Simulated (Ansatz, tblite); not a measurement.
# The cluster Ge₆Te₆: one state, many levels

Aim: run the singlet of the cluster Ge₆Te₆ at one geometry on many levels, and compare frontier levels, spin and run time.

Method: as each input shows; program: Ansatz 0.2.0, Gaussian basis.

Plan: GFN1-xTB, GFN2-xTB, PBE-D4/def2-TZVP, r2SCAN-D4/def2-TZVP, PBE-QIDH/def2-TZVP, PBE-D4/def2-SVP, PBE0-D4/def2-SVP, MP2/def2-SVP, RPA/def2-SVP.

6 further runs of the same task are left out: 6 set aside as unsound or not needed.

### Step 1. The structure

The singlet was relaxed beforehand with PBE-D4/def2-SVP. At that level it is the lowest of the isomers that a small search found.

12 atoms, charge 0, spin multiplicity 1.

Bond lengths: Ge1–Te7 2.735 Å, Ge1–Te8 2.801 Å, Ge1–Te10 2.804 Å, Ge2–Te9 2.576 Å, Ge2–Te12 2.854 Å, Ge3–Te8 2.769 Å, Ge3–Te9 2.762 Å, Ge3–Te11 2.633 Å, Ge4–Te7 2.822 Å, Ge4–Te11 2.617 Å, Ge4–Te12 2.766 Å, Ge5–Te8 2.650 Å, Ge5–Te10 2.767 Å, Ge5–Te12 2.960 Å, Ge6–Te7 2.760 Å, Ge6–Te10 2.792 Å, Ge6–Te12 2.856 Å. Angles: Te7–Ge1–Te8 103.6°, Te7–Ge1–Te10 95.1°, Te8–Ge1–Te10 90.0°, Te9–Ge2–Te12 104.6°, Te8–Ge3–Te9 87.3°, Te8–Ge3–Te11 108.1°, Te9–Ge3–Te11 113.2°, Te7–Ge4–Te11 105.6°, Te7–Ge4–Te12 94.7°, Te11–Ge4–Te12 107.9°, Te8–Ge5–Te10 94.0°, Te8–Ge5–Te12 108.3°, Te10–Ge5–Te12 96.8°, Te7–Ge6–Te10 94.8°, Te7–Ge6–Te12 94.1°, Te10–Ge6–Te12 98.7°, Ge1–Te7–Ge4 120.0°, Ge1–Te7–Ge6 85.9° and more.

Geometry (Å):

```
Ge   -2.2089   -0.1407   -2.2377
Ge    1.2769   -1.8910    2.5289
Ge    2.7762   -0.4171   -1.5865
Ge    0.4986    2.7690    0.4760
Ge   -0.5467   -1.8387    0.6505
Ge   -2.6377    1.1839    1.2384
Te   -1.7806    2.3210   -1.1260
Te    0.2288   -1.4674   -1.8563
Te    3.0468   -1.9996    0.6604
Te   -3.2077   -1.3049    0.1092
Te    2.5476    2.1458   -1.0281
Te    0.0067    0.6396    2.1711
```

Te takes a core potential in the def2 sets. No spin-orbit coupling is included.

PBE0-D4/def2-TZVP was run before; its log isn't repeated, and its numbers join the tables.

### Step 2. GFN1-xTB

Tight binding, by tblite at 300 K electronic temperature and without a spin-polarisation term:

```python
tblite.interface.Calculator('GFN1-xTB', numbers, positions, charge=0, uhf=0).singlepoint()
```

Energy -901.5568 eV, HOMO -8.85 eV, LUMO -7.19 eV; 0.054 s.

### Step 3. GFN2-xTB

Tight binding, by tblite at 300 K electronic temperature and without a spin-polarisation term:

```python
tblite.interface.Calculator('GFN2-xTB', numbers, positions, charge=0, uhf=0).singlepoint()
```

Energy -830.9951 eV, HOMO -8.20 eV, LUMO -6.56 eV; 0.17 s.

### Step 4. PBE-D4/def2-TZVP

start.molden holds the orbitals of an earlier run on this state, given as this run's starting guess.

in.yaml reads:

```yaml
crystal:
  periodic: [false, false, false]
  atoms:
    - {symbol: Ge, position_ang: [-2.208859, -0.140685, -2.237705]}
    - {symbol: Ge, position_ang: [1.276898, -1.890976, 2.528895]}
    - {symbol: Ge, position_ang: [2.776203, -0.417134, -1.586474]}
    - {symbol: Ge, position_ang: [0.498578, 2.769027, 0.476025]}
    - {symbol: Ge, position_ang: [-0.546708, -1.838722, 0.650460]}
    - {symbol: Ge, position_ang: [-2.637732, 1.183945, 1.238411]}
    - {symbol: Te, position_ang: [-1.780637, 2.320993, -1.126022]}
    - {symbol: Te, position_ang: [0.228766, -1.467373, -1.856346]}
    - {symbol: Te, position_ang: [3.046830, -1.999591, 0.660436]}
    - {symbol: Te, position_ang: [-3.207650, -1.304866, 0.109245]}
    - {symbol: Te, position_ang: [2.547582, 2.145816, -1.028076]}
    - {symbol: Te, position_ang: [0.006739, 0.639557, 2.171141]}
basis:
  gaussian: {orbitals: def2-TZVP, fitting: {mean_field: def2-universal-jkfit}, initial_orbitals: start.molden}
hamiltonian: {xc: pbe, dispersion: d4}
scf: {omitted_lower_state_checks: [starts]}
output: {forces: true, orbitals: {seedname: orbitals}}
```

Command:

```console
> ansatz run in.yaml --threads 2 --pin off --events-out ev --progress --plain --max-ram 22528MiB --backend cuda --devices 0, --max-vram 18GiB
```

The runs that follow: r2SCAN-D4/def2-TZVP; PBE-QIDH/def2-TZVP; PBE-D4/def2-SVP; PBE0-D4/def2-SVP; MP2/def2-SVP; RPA/def2-SVP.

**Question.** What will the summary of the whole plan be? Wanted: gap in def2-TZVP, named functionals, smallest and largest; correlation energy, MP2/def2-SVP; binding an atom, functionals in def2-TZVP; PBE0 total energy, smallest basis above largest.

The runs gave:

```
                                                 quantity                                value
gap in def2-TZVP, named functionals, smallest and largest  1.45 eV (PBE-D4), 2.69 eV (PBE0-D4)
                         correlation energy, MP2/def2-SVP                            -56.37 eV
                binding an atom, functionals in def2-TZVP  2.82 (PBE-QIDH) to 3.09 eV (PBE-D4)
          PBE0 total energy, smallest basis above largest       44.20 eV (def2-SVP, def2-TZVP)
```

In words: Orbital gaps of the named functionals in def2-TZVP span 1.45 eV (PBE-D4) to 2.69 eV (PBE0-D4); exact exchange widens it.
